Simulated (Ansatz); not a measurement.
# MoSiH2+ (doublet): the correlation ladder at a displaced geometry (v1), def2-SVP

Aim: climb from Hartree-Fock through coupled cluster and multireference methods for MoSiH2+ (doublet) at one geometry and basis, and see what each rung misses.

The runs use Ansatz 0.2.0, Gaussian basis; def2-SVP, core rule «outside noble gas», up to 9 orbitals frozen.

To be run: UHF; CCSD(T) on ROHF; CCSD(T) on UHF; CISD as a restricted active space (open shells left free, so some higher excitations enter); CCSDT(Q) on ROHF; CCSDT(Q) on UHF; CASSCF and MRCISD+Q, 9 electrons in 9 orbitals; CASSCF and NEVPT2, 9 electrons in 9 orbitals.

9 further runs of the same task are left out: 3 that didn't finish, 6 set aside as unsound or not needed. Runs told in other sessions of the task aren't counted.

**1. The geometry**

The geometry is a PBE0/def2-TZVP stationary point (not a proven minimum) with its atoms shifted at random (size 0.040 Å). No spin-orbit coupling is included. Elements past krypton take def2 core potentials.

4 atoms, charge 1, spin multiplicity 2.

Atoms are counted from 1 here; the program's logs count them from 0.

Bond lengths: Mo1–Si2 2.183 Å, Mo1–H3 1.840 Å, Si2–H3 1.710 Å, Si2–H4 1.497 Å. Angles: Si2–Mo1–H3 49.4°, Mo1–Si2–H3 54.8°, Mo1–Si2–H4 164.2°, H3–Si2–H4 109.5°, Mo1–H3–Si2 75.8°.

In the tables R marks a restricted open-shell determinant and U an unrestricted one; 'frontier' is the active space of 9 electrons in 9 orbitals; energies count from the table's Hartree-Fock row.

**2. UHF**

Input file in.yaml:

```yaml
crystal:
  periodic: [false, false, false]
  atoms:
    - {symbol: Mo, position_ang: [0.000845, 0.007131, 0.525017]}
    - {symbol: Si, position_ang: [-0.003260, -0.082453, -1.655644]}
    - {symbol: H, position_ang: [0.039770, 1.353718, -0.728143]}
    - {symbol: H, position_ang: [-0.029364, 0.265000, -3.111859]}
basis:
  gaussian: {orbitals: def2-SVP}
total_charge: 1
magnetization: {spin_polarized: true, initial_magnetization: 1}
hamiltonian: {xc: hf}
output: {orbitals: {seedname: orbitals}}
```

Launch:

```console
ansatz run in.yaml --threads 1 --pin off --events-out ev --progress --plain --max-ram 2393MiB
```

The log of the run (excerpt; [...] marks lines left out):

```text
Functional definition: HF
  name "HF"
  cite "Fock, Z. Phys. 61, 126 (1930) doi:10.1007/BF01340294"
  parent pbe
[...]
599 factors; integrals over basis functions are off by at most 1.2e-3 eV
[...]
mean field -9719.36701378 eV, -357.1801497327 hartree, gradient 6.3e-6 eV, S^2 2.499601; 11 other end points of the search recorded, 0 dependent functions left out
reference -9719.36701378 eV, -357.1801497327 hartree; 15, 14 occupied and 44, 45 virtual orbitals, 599 factors
Total energy: -9719.36701378 eV, -357.1801497327 hartree
```

It took 7 s on 1 thread of Intel Xeon 6975P-C, shared host.

From the report: ⟨S²⟩ of the determinant 2.500 (pure doublet: 0.75). The determinant of HF (⟨S²⟩ 2.50) is far from a pure spin state, so its energy mixes those of several spin states; that is harmless only where they are near-degenerate.

**3. CCSD(T) on ROHF**

in.yaml, as its differences from that of step 2:

```diff
@@ -10,4 +10,3 @@
 total_charge: 1
-magnetization: {spin_polarized: true, initial_magnetization: 1}
-hamiltonian: {xc: hf}
-output: {orbitals: {seedname: orbitals}}
+magnetization: {spin_polarized: false, initial_magnetization: 1}
+correlation: {method: ccsd_t, electrons: outside_noble_gas}
```

The command is unchanged.

The log of the run (excerpt; [...] marks lines left out):

```text
Functional definition: HF
  name "HF"
  cite "Fock, Z. Phys. 61, 126 (1930) doi:10.1007/BF01340294"
  parent pbe
[...]
599 factors; integrals over basis functions are off by at most 1.2e-3 eV
[...]
mean field -9718.33240512 eV, -357.1421285660 hartree, gradient 3.1e-6 eV, S^2 0.750000; 23 other end points of the search recorded, 0 dependent functions left out
[...]
determinant -9718.33240512 eV, -357.1421285660 hartree, with singles and doubles -9725.06381329 eV, -357.3895032534 hartree
determinant -9718.33032521 eV, -357.1420521304 hartree, with singles and doubles -9725.06244616 eV, -357.3894530123 hartree
determinant -9718.32125917 eV, -357.1417189599 hartree, with singles and doubles -9725.07574105 eV, -357.3899415905 hartree
determinant -9718.23770224 eV, -357.1386482993 hartree, with singles and doubles -9724.98884841 eV, -357.3867483447 hartree
[...]
determinant -9718.32125917 eV, -357.1417189599 hartree, with singles and doubles -9725.09431464 eV, -357.3906241573 hartree
determinant -9718.23770224 eV, -357.1386482993 hartree, with singles and doubles -9724.99976791 eV, -357.3871496292 hartree
determinant -9717.93539908 eV, -357.1275388630 hartree, with singles and doubles -9724.67095201 eV, -357.3750658677 hartree
unrestricted determinant -9719.36701378 eV, -357.1801497327 hartree, S^2 2.4996
9 core orbitals not correlated: weight in the atoms' cores, before any rotation towards them, 0.999 or more for the frozen orbitals, at most 0.001 for the correlated occupied ones
reference -9718.32125917 eV, -357.1417189599 hartree; 6, 5 occupied and 44, 45 virtual orbitals, 599 factors
second order -5.86467491 eV of doubles, -0.01095366 eV of singles
cycle   1  -6.77305520 eV  change    2.6e-7 eV  update   9.1e-6
perturbative correction -0.40435256 eV, -0.0148596826 hartree
Total energy: -9725.49866694 eV, -357.4054838302 hartree
```

Wall time 51 s (1 thread of Intel Xeon 6975P-C, shared host).

From the report: correlation -7.1774 eV; T1 0.069; largest double amplitude 0.10.

**4. CCSD(T) on UHF**

in.yaml, as its differences from that of step 3:

```diff
@@ -10,3 +10,3 @@
 total_charge: 1
-magnetization: {spin_polarized: false, initial_magnetization: 1}
+magnetization: {spin_polarized: true, initial_magnetization: 1}
 correlation: {method: ccsd_t, electrons: outside_noble_gas}
```

Same command.

The log of the run (excerpt; [...] marks lines left out):

```text
Functional definition: HF
  name "HF"
  cite "Fock, Z. Phys. 61, 126 (1930) doi:10.1007/BF01340294"
  parent pbe
[...]
599 factors; integrals over basis functions are off by at most 1.2e-3 eV
[...]
mean field -9719.36701378 eV, -357.1801497327 hartree, gradient 1.5e-8 eV, S^2 2.499601; 30 other end points of the search recorded, 0 dependent functions left out
determinant -9719.36701378 eV, -357.1801497327 hartree, with singles and doubles -9725.49688344 eV, -357.4054182879 hartree
determinant -9719.36687790 eV, -357.1801447395 hartree, with singles and doubles -9725.49549587 eV, -357.4053672956 hartree
determinant -9719.36664174 eV, -357.1801360607 hartree, with singles and doubles -9725.49273956 eV, -357.4052660030 hartree
determinant -9719.05650925 eV, -357.1687389019 hartree, with singles and doubles -9725.47333599 eV, -357.4045529352 hartree
[...]
determinant -9718.75027307 eV, -357.1574849300 hartree, with singles and doubles -9725.08597104 eV, -357.3903175357 hartree
determinant -9718.39144081 eV, -357.1442980873 hartree, with singles and doubles -9725.12147776 eV, -357.3916223836 hartree
9 core orbitals not correlated: weight in the atoms' cores, before any rotation towards them, 0.998 or more for the frozen orbitals, at most 0.001 for the correlated occupied ones
reference -9719.36701378 eV, -357.1801497327 hartree; 6, 5 occupied and 44, 45 virtual orbitals, 599 factors
second order -4.77775611 eV of doubles, -0.00000000 eV of singles
cycle   1  -6.31062721 eV  change    2.1e-6 eV  update   6.1e-6
[...]
cycle   6  -6.31059814 eV  change    4.7e-6 eV  update   1.3e-6
perturbative correction -0.50861211 eV, -0.0186911502 hartree
WARN: the results are in doubt because among natural orbitals the method converges to other amplitudes
Total energy: -9726.18622402 eV, -357.4307510870 hartree
In doubt: among natural orbitals the method converges to other amplitudes
```

Run time: 48 s. Hardware: 1 thread of Intel Xeon 6975P-C, shared host.

From the report: ⟨S²⟩ of the determinant 2.500 (pure doublet: 0.75); correlation -6.8192 eV; T1 0.086; largest double amplitude 0.19. The determinant of CCSD(T) (⟨S²⟩ 2.50) is far from a pure spin state, so its energy mixes those of several spin states; high orders of coupled cluster remove much of that, low ones don't. Mind the lines of doubt at the end of the log.

**5. CISD as a restricted active space (open shells left free, so some higher excitations enter)**

in.yaml, as its differences from that of step 4:

```diff
@@ -10,3 +10,3 @@
 total_charge: 1
-magnetization: {spin_polarized: true, initial_magnetization: 1}
-correlation: {method: ccsd_t, electrons: outside_noble_gas}
+magnetization: {spin_polarized: false, initial_magnetization: 1}
+correlation: {active_space: {ras: {orbitals: [5, 1, 44], electrons: 11, max_holes: 2, max_particles: 2}, fixed_orbitals: true}}
```

The command is unchanged.

The log of the run (excerpt; [...] marks lines left out):

```text
Functional definition: HF
  name "HF"
  cite "Fock, Z. Phys. 61, 126 (1930) doi:10.1007/BF01340294"
  parent pbe
[...]
599 factors; integrals over basis functions are off by at most 1.2e-3 eV
[...]
mean field -9718.33240512 eV, -357.1421285660 hartree, gradient 3.1e-6 eV, S^2 0.750000; 15 other end points of the search recorded, 0 dependent functions left out
reference -9718.33240512 eV, -357.1421285660 hartree; 15, 14 occupied and 44, 45 virtual orbitals, 599 factors
state -9724.27304181 eV, -357.3604429377 hartree
Total energy: -9724.27304181 eV, -357.3604429377 hartree
```

It took 7.5 s on 1 thread of Intel Xeon 6975P-C, shared host.

From the report: 126,990 determinants.

**6. CCSDT(Q) on ROHF**

in.yaml, as its differences from that of step 5:

```diff
@@ -11,2 +11,2 @@
 magnetization: {spin_polarized: false, initial_magnetization: 1}
-correlation: {active_space: {ras: {orbitals: [5, 1, 44], electrons: 11, max_holes: 2, max_particles: 2}, fixed_orbitals: true}}
+correlation: {method: ccsdt_q, electrons: outside_noble_gas}
```

The command is unchanged.

The log of the run (excerpt; [...] marks lines left out):

```text
Functional definition: HF
  name "HF"
  cite "Fock, Z. Phys. 61, 126 (1930) doi:10.1007/BF01340294"
  parent pbe
[...]
1025 factors; integrals over basis functions are off by at most 2.2e-7 eV
[...]
mean field -9718.33244515 eV, -357.1421300371 hartree, gradient 3.1e-6 eV, S^2 0.750000; 23 other end points of the search recorded, 0 dependent functions left out
[...]
determinant -9718.33244515 eV, -357.1421300371 hartree, with singles and doubles -9725.06383989 eV, -357.3895042311 hartree
determinant -9718.33036517 eV, -357.1420535992 hartree, with singles and doubles -9725.06247257 eV, -357.3894539829 hartree
determinant -9718.32129881 eV, -357.1417204166 hartree, with singles and doubles -9725.07576840 eV, -357.3899425954 hartree
determinant -9718.23774316 eV, -357.1386498028 hartree, with singles and doubles -9724.98887294 eV, -357.3867492465 hartree
[...]
determinant -9718.32129881 eV, -357.1417204166 hartree, with singles and doubles -9725.09434210 eV, -357.3906251663 hartree
determinant -9718.23774316 eV, -357.1386498028 hartree, with singles and doubles -9724.99979723 eV, -357.3871507066 hartree
determinant -9717.93544177 eV, -357.1275404318 hartree, with singles and doubles -9724.67099330 eV, -357.3750673851 hartree
[...]
unrestricted determinant -9719.36705827 eV, -357.1801513678 hartree, S^2 2.4996
9 core orbitals not correlated: weight in the atoms' cores, before any rotation towards them, 0.999 or more for the frozen orbitals, at most 0.001 for the correlated occupied ones
reference -9718.32129881 eV, -357.1417204166 hartree; 6, 5 occupied and 44, 45 virtual orbitals, 1025 factors
second order -5.86468743 eV of doubles, -0.01095363 eV of singles
cycle   1  -6.10503218 eV  change   -2.3e-1 eV  update   1.6e-1
[...]
cycle   9  -7.24331132 eV  change   -1.0e-7 eV  update   9.9e-7
perturbative correction -0.05587989 eV, -0.0020535482 hartree
Total energy: -9725.62049002 eV, -357.4099607459 hartree
```

It took 5.8 min on 1 thread of Intel Xeon 6975P-C, shared host; peak memory 1.3 GiB.

From the report: correlation -7.2992 eV; T1 0.076; largest double amplitude 0.20.

**7. CCSDT(Q) on UHF**

in.yaml, as its differences from that of step 6:

```diff
@@ -10,3 +10,3 @@
 total_charge: 1
-magnetization: {spin_polarized: false, initial_magnetization: 1}
+magnetization: {spin_polarized: true, initial_magnetization: 1}
 correlation: {method: ccsdt_q, electrons: outside_noble_gas}
```

The command is unchanged.

The log of the run (excerpt; [...] marks lines left out):

```text
Functional definition: HF
  name "HF"
  cite "Fock, Z. Phys. 61, 126 (1930) doi:10.1007/BF01340294"
  parent pbe
[...]
1025 factors; integrals over basis functions are off by at most 2.2e-7 eV
[...]
mean field -9719.36705827 eV, -357.1801513678 hartree, gradient 1.5e-8 eV, S^2 2.499604; 29 other end points of the search recorded, 0 dependent functions left out
determinant -9719.36705827 eV, -357.1801513678 hartree, with singles and doubles -9725.49690312 eV, -357.4054190109 hartree
determinant -9719.36692254 eV, -357.1801463797 hartree, with singles and doubles -9725.49551610 eV, -357.4053680392 hartree
determinant -9719.36668663 eV, -357.1801377104 hartree, with singles and doubles -9725.49276123 eV, -357.4052667993 hartree
determinant -9719.05655562 eV, -357.1687406060 hartree, with singles and doubles -9725.47335946 eV, -357.4045537977 hartree
[...]
determinant -9718.75031235 eV, -357.1574863733 hartree, with singles and doubles -9725.08598395 eV, -357.3903180101 hartree
determinant -9718.39148084 eV, -357.1442995587 hartree, with singles and doubles -9725.12149438 eV, -357.3916229944 hartree
9 core orbitals not correlated: weight in the atoms' cores, before any rotation towards them, 0.998 or more for the frozen orbitals, at most 0.001 for the correlated occupied ones
reference -9719.36705827 eV, -357.1801513678 hartree; 6, 5 occupied and 44, 45 virtual orbitals, 1025 factors
second order -4.77774510 eV of doubles, -0.00000000 eV of singles
cycle   1  -5.26958958 eV  change   -4.9e-1 eV  update   1.3e-1
[...]
cycle   2  -7.14533506 eV  change    5.3e-8 eV  update   1.3e-7
perturbative correction -0.12359045 eV, -0.0045418652 hartree
WARN: the results are in doubt because among natural orbitals full CI differs from the method by +1.647 eV
Total energy: -9726.63598378 eV, -357.4472794532 hartree
In doubt: among natural orbitals full CI differs from the method by +1.647 eV
```

It took 3.8 min on 1 thread of Intel Xeon 6975P-C, shared host; peak memory 1.1 GiB.

From the report: ⟨S²⟩ of the determinant 2.500 (pure doublet: 0.75); correlation -7.2689 eV; T1 0.107; largest double amplitude 0.42. The determinant of CCSDT(Q) (⟨S²⟩ 2.50) is far from a pure spin state, so its energy mixes those of several spin states; high orders of coupled cluster remove much of that, low ones don't. The program marks this result as in doubt; its last lines say why.

**8. CASSCF and MRCISD+Q, 9 electrons in 9 orbitals**

in.yaml, as its differences from that of step 7:

```diff
@@ -10,3 +10,3 @@
 total_charge: 1
-magnetization: {spin_polarized: true, initial_magnetization: 1}
-correlation: {method: ccsdt_q, electrons: outside_noble_gas}
+magnetization: {spin_polarized: false, initial_magnetization: 1}
+correlation: {method: fic_mrcisd_q, electrons: outside_noble_gas, active_space: {window: {electrons: 9, orbitals: 9}}}
```

The command is unchanged.

The log of the run:

```text
Functional definition: HF
  name "HF"
  cite "Fock, Z. Phys. 61, 126 (1930) doi:10.1007/BF01340294"
  parent pbe
  exchange = exact_x
  correlation = 0
599 factors; integrals over basis functions are off by at most 1.2e-3 eV
mean field evaluation 1: about -9715.0841 eV, gradient 2.9e1 eV
mean field evaluation 2: about -9715.1417 eV, gradient 2.9e1 eV
mean field evaluation 4: about -9717.7740 eV, gradient 8.1e0 eV
mean field evaluation 8: about -9718.2726 eV, gradient 7.4e-1 eV
mean field evaluation 16: about -9718.3194 eV, gradient 1.4e-1 eV
mean field evaluation 32: about -9718.3213 eV, gradient 3.6e-3 eV
mean field evaluation 64: about -9718.3230 eV, gradient 1.8e0 eV
mean field evaluation 96: about -9717.2437 eV, gradient 7.8e-1 eV
mean field evaluation 128: about -9712.7599 eV, gradient 3.5e1 eV
mean field evaluation 160: about -9718.2171 eV, gradient 6.9e0 eV
mean field evaluation 192: about -9718.3213 eV, gradient 7.0e-3 eV
mean field -9718.33240512 eV, -357.1421285660 hartree, gradient 3.1e-6 eV, S^2 0.750000; 15 other end points of the search recorded, 0 dependent functions left out
reference -9718.33240512 eV, -357.1421285660 hartree; 15, 14 occupied and 44, 45 virtual orbitals, 599 factors
state -9721.07634896 eV, -357.2429666422 hartree
contracted CI cycle   1: correlation 0.00000000 eV, 0.0000000000 hartree, residual 1.60e1 eV
contracted CI cycle   2: correlation -3.87147934 eV, -0.1422742416 hartree, residual 2.91e0 eV
contracted CI cycle   3: correlation -4.03868313 eV, -0.1484188675 hartree, residual 8.90e-1 eV
contracted CI cycle   4: correlation -4.05850363 eV, -0.1491472576 hartree, residual 4.31e-1 eV
contracted CI cycle   5: correlation -4.06413673 eV, -0.1493542700 hartree, residual 2.82e-1 eV
contracted CI cycle   6: correlation -4.06686233 eV, -0.1494544340 hartree, residual 1.97e-1 eV
contracted CI cycle   7: correlation -4.06793911 eV, -0.1494940051 hartree, residual 1.03e-1 eV
contracted CI cycle   8: correlation -4.06820654 eV, -0.1495038327 hartree, residual 5.11e-2 eV
contracted CI cycle   9: correlation -4.06827047 eV, -0.1495061822 hartree, residual 2.55e-2 eV
contracted CI cycle  10: correlation -4.06828837 eV, -0.1495068399 hartree, residual 1.45e-2 eV
contracted CI cycle  11: correlation -4.06829418 eV, -0.1495070535 hartree, residual 7.72e-3 eV
contracted CI cycle  12: correlation -4.06829592 eV, -0.1495071175 hartree, residual 4.51e-3 eV
contracted CI cycle  13: correlation -4.06829654 eV, -0.1495071403 hartree, residual 2.88e-3 eV
contracted CI cycle  14: correlation -4.06829682 eV, -0.1495071507 hartree, residual 2.08e-3 eV
contracted CI cycle  15: correlation -4.06829695 eV, -0.1495071554 hartree, residual 1.27e-3 eV
state -9721.07634896 eV, -357.2429666422 hartree; corrected -9725.50979651 eV, -357.4058928345 hartree
Total energy: -9725.50979651 eV, -357.4058928345 hartree
```

Wall time 21 s (1 thread of Intel Xeon 6975P-C, shared host); peak memory 0.51 GiB.

From the report: 15,876 determinants; active occupations 1.97, 1.97, 1.91, 1.89, 1.00, 0.12, 0.09, 0.04, 0.02.

**9. CASSCF and NEVPT2, 9 electrons in 9 orbitals**

in.yaml, as its differences from that of step 8:

```diff
@@ -11,2 +11,2 @@
 magnetization: {spin_polarized: false, initial_magnetization: 1}
-correlation: {method: fic_mrcisd_q, electrons: outside_noble_gas, active_space: {window: {electrons: 9, orbitals: 9}}}
+correlation: {method: sc_nevpt2, electrons: outside_noble_gas, active_space: {window: {electrons: 9, orbitals: 9}}}
```

Launched as before.

The log of the run (excerpt; [...] marks lines left out):

```text
Functional definition: HF
  name "HF"
  cite "Fock, Z. Phys. 61, 126 (1930) doi:10.1007/BF01340294"
  parent pbe
[...]
599 factors; integrals over basis functions are off by at most 1.2e-3 eV
[...]
mean field -9718.33240512 eV, -357.1421285660 hartree, gradient 3.1e-6 eV, S^2 0.750000; 15 other end points of the search recorded, 0 dependent functions left out
reference -9718.33240512 eV, -357.1421285660 hartree; 15, 14 occupied and 44, 45 virtual orbitals, 599 factors
state -9721.07634896 eV, -357.2429666422 hartree
state -9721.07634896 eV, -357.2429666422 hartree; corrected -9724.46416851 eV, -357.3674667142 hartree
Total energy: -9724.46416851 eV, -357.3674667142 hartree
```

Run time: 17 s. Hardware: 1 thread of Intel Xeon 6975P-C, shared host.

From the report: 15,876 determinants; active occupations 1.97, 1.97, 1.91, 1.89, 1.00, 0.12, 0.09, 0.04, 0.02.

**10. Misses and costs**

No level here is safe as a reference; RCCSDT(Q) serves as a yardstick only. Rows without a time are mean-field rows or come out of runs for another level: lower rungs of the coupled-cluster runs, CASSCF and MRCISD of the multireference runs, or the Hartree-Fock search.

Differences are taken before rounding.

```csv
method,energy from the lowest ROHF (kJ/mol),from RCCSDT(Q) (kJ/mol),time
ROHF,0.0,+703.2,
UHF,-99.8,+603.4,
RMP2,-565.8,+137.4,
UMP2,-560.8,+142.4,
RCCSD,-652.4,+50.8,
UCCSD,-708.7,-5.5,
RCCSD(T),-691.4,+11.8,51 s
UCCSD(T),-757.8,-54.6,48 s
RCCSDT,-697.8,+5.4,
UCCSDT,-789.2,-86.1,
RCCSDT(Q),-703.2,0,5.8 min
UCCSDT(Q),-801.2,-98.0,3.8 min
CASSCF frontier,-264.8,+438.4,
NEVPT2 frontier,-591.6,+111.6,17 s
MRCISD frontier,-657.3,+45.9,
MRCISD+Q frontier,-692.5,+10.7,21 s
```

Among the levels timed on like hardware and quicker than the yardstick, those that no quicker one beats, quickest first: NEVPT2 frontier (17 s, +111.6 kJ/mol); MRCISD+Q frontier (21 s, +10.7 kJ/mol).

Not comparable, so not listed: CISD as a restricted active space (open shells left free, so some higher excitations enter) (they don't share determinant, frozen orbitals or solution with the rows shown, or repeat one).

The ROHF row is the lowest such solution found; the determinant under the restricted MP2 and coupled-cluster rows lies 0.01 eV higher.

The program flags UCCSD(T), UCCSDT(Q) as in doubt (see the logs), so read those rows with care; the flags are large difference, other amplitudes.

**11. What came out**

| quantity | value |
| --- | --- |
| RCCSDT(Q) from the ROHF energy | -7.2881 eV |
| RMP2 from RCCSDT(Q) | +137.4 kJ/mol |
| UMP2 from RCCSDT(Q) | +142.4 kJ/mol |
| RCCSD from RCCSDT(Q) | +50.8 kJ/mol |
| RCCSD(T) from RCCSDT(Q) | +11.8 kJ/mol |
| UCCSD(T) from RCCSDT(Q) | -54.6 kJ/mol |
| UCCSDT(Q) from RCCSDT(Q) | -98.0 kJ/mol |
| NEVPT2 frontier from RCCSDT(Q) | +111.6 kJ/mol |
| MRCISD+Q frontier from RCCSDT(Q) | +10.7 kJ/mol |
| T1 diagnostic | 0.069 |

RCCSD(T) misses by +11.8 kJ/mol, 1.7 % of the correlation energy. CCSD(T) misses by +11.8 kJ/mol on the restricted determinant and by -54.6 kJ/mol on the unrestricted one; the two need not hold the same state or core. Coupled cluster took another determinant than the lowest Hartree-Fock one. Warnings: spin contamination; coupled cluster took another determinant than the lowest; large T1 diagnostic.

The restricted and unrestricted ladders end 1.02 eV apart at CCSDT(Q), which points to two states or an unsound top rung; rows of one don't measure the error of the other.
